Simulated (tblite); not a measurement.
# CH9Ge2NSi: the cost of one run

Computed with tblite 0.8.0 and PySCF 2.14.0, with density-fitted response routines of our own, on a single molecule in the gas phase. Atoms count from 0, in the outputs and in this text.

## 1. The molecule as given

14 atoms, charge 0, multiplicity 1; geometry from: force field or distance geometry start.

Bonds of the start (Å): N0–C1 1.29, C1–Ge2 1.91, Ge2–Ge3 2.39, Ge3–Si4 2.29, N0–H5 1.03, C1–H6 1.10, Ge2–H7 1.56, Ge2–H8 1.53, Ge3–H9 1.57, Ge3–H10 1.57, Si4–H11 1.49, Si4–H12 1.48, Si4–H13 1.46.

## 2. Geometry optimisation with GFN2-xTB

What the job is given:

```
{"job": {"kind": "relax", "xc": "GFN2-xTB", "basis": "xTB"}, "charge": 0, "multiplicity": 1}
N      3.718500    -0.464500    -0.079200
C      2.472700    -0.667900     0.190800
Ge     1.044000     0.194300    -0.736400
Ge    -0.933400    -0.051300     0.576100
Si    -2.867400     0.223600    -0.626900
H      3.973200     0.189000    -0.828100
H      2.218300    -1.372400     1.002300
H      1.364100     1.719200    -0.726700
H      0.878900    -0.291100    -2.175200
H     -1.003800     1.034000     1.713900
H     -0.963700    -1.422500     1.333700
H     -4.000900    -0.207700     0.232300
H     -3.039600     1.645800    -0.994100
H     -2.861700    -0.528900    -1.879800
```

Launch:

```
> OMP_NUM_THREADS=1 python probes_run.py task.json out
```

One launch serves the whole session: the jobs run in the order shown.

**Question.** How long does this first job take on 1 thread of Arm Neoverse N1, shared host?

About 1.2 s.
